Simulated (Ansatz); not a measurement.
**CH8BNSi: basis-set convergence**

Aim: see how fast density functionals converge with the basis set for CH8BNSi.

Program: Ansatz 0.2.0, Gaussian basis. Level of theory: one geometry, several basis sets. These are calculated values, not measurements.

The runs, in order: PBE0-D4/def2-SVP; ωB97M-V/def2-SVP; PBE0-D4/def2-QZVPP; ωB97M-V/def2-QZVPP; the functionals' def2-TZVPP values are taken from earlier runs.

**1. Structure used throughout**

The geometry comes from an earlier relaxation with PBE0-D4 in a triple-zeta def2 set; it is a stationary point, not always the lowest conformer.

12 atoms, charge 0, spin multiplicity 1.

Atoms are counted from 1 here; the program's logs count them from 0.

Bond lengths: B1–C2 1.510 Å, B1–Si4 2.056 Å, B1–H5 1.207 Å, B1–H6 1.209 Å, C2–N3 1.321 Å, C2–H7 1.091 Å, N3–H8 1.006 Å, N3–H9 1.008 Å, Si4–H10 1.489 Å, Si4–H11 1.495 Å, Si4–H12 1.494 Å. Angles: C2–B1–Si4 93.5°, C2–B1–H5 114.9°, C2–B1–H6 116.8°, Si4–B1–H5 99.8°, Si4–B1–H6 105.6°, H5–B1–H6 119.9°, B1–C2–N3 126.6°, B1–C2–H7 120.8°, N3–C2–H7 112.5°, C2–N3–H8 122.8°, C2–N3–H9 119.4°, H8–N3–H9 117.5°, B1–Si4–H10 107.9°, B1–Si4–H11 112.8°, B1–Si4–H12 114.5°, H10–Si4–H11 107.8°, H10–Si4–H12 107.2°, H11–Si4–H12 106.3°.

Geometry (Å):

```mol
CH8BNSi
  3D, bonds by distance, orders not assigned

 12 11  0  0  0  0  0  0  0  0999 V2000
   -0.4468    0.9455   -0.3431 B   0  0
    0.1637    0.4768    0.9554 C   0  0
   -0.4200   -0.2705    1.8750 N   0  0
    0.4407   -0.5476   -1.4439 Si  0  0
    0.0875    1.9089   -0.8368 H   0  0
   -1.6376    0.7829   -0.4767 H   0  0
    1.2120    0.6768    1.1839 H   0  0
    0.0844   -0.6905    2.6370 H   0  0
   -1.3927   -0.5129    1.7716 H   0  0
    0.0914   -0.3301   -2.8753 H   0  0
   -0.0367   -1.9111   -1.0601 H   0  0
    1.9312   -0.5834   -1.3528 H   0  0
  1  2  8  0
  1  4  8  0
  1  5  8  0
  1  6  8  0
  2  3  8  0
  2  7  8  0
  3  8  8  0
  3  9  8  0
  4 10  8  0
  4 11  8  0
  4 12  8  0
M  END
```

**2. PBE0-D4 in def2-SVP**

in.yaml reads:

```yaml
crystal:
  periodic: [false, false, false]
  atoms:
    - {symbol: B, position_ang: [-0.446812, 0.945450, -0.343131]}
    - {symbol: C, position_ang: [0.163744, 0.476827, 0.955436]}
    - {symbol: N, position_ang: [-0.419986, -0.270518, 1.874994]}
    - {symbol: Si, position_ang: [0.440717, -0.547598, -1.443944]}
    - {symbol: H, position_ang: [0.087518, 1.908948, -0.836763]}
    - {symbol: H, position_ang: [-1.637632, 0.782902, -0.476679]}
    - {symbol: H, position_ang: [1.211987, 0.676810, 1.183863]}
    - {symbol: H, position_ang: [0.084375, -0.690536, 2.636953]}
    - {symbol: H, position_ang: [-1.392710, -0.512912, 1.771588]}
    - {symbol: H, position_ang: [0.091364, -0.330087, -2.875349]}
    - {symbol: H, position_ang: [-0.036670, -1.911115, -1.060061]}
    - {symbol: H, position_ang: [1.931207, -0.583372, -1.352803]}
basis:
  gaussian: {orbitals: def2-SVP}
hamiltonian: {xc: pbe0, dispersion: d4}
output: {orbitals: {seedname: orbitals}}
```

Run with:

```console
$ ansatz run in.yaml --threads 2 --pin off --events-out ev --progress --plain --max-ram 4352MiB
```

Further steps of the session: ωB97M-V in def2-SVP; PBE0-D4 in def2-QZVPP; ωB97M-V in def2-QZVPP.

Before running them: what should the planned runs give, taken together? Wanted: PBE0-D4: double and triple zeta above quadruple; ωB97M-V: double and triple zeta above quadruple.

As calculated:

| quantity | value |
| --- | --- |
| PBE0-D4: double and triple zeta above quadruple | 6.93, 0.46 eV |
| ωB97M-V: double and triple zeta above quadruple | 7.17, 0.44 eV |

**Reading.** For PBE0-D4 the step from double to triple zeta gains 6.47 eV and the next only 0.46 eV. Total energies overstate the basis error of differences, where much of it tends to cancel.
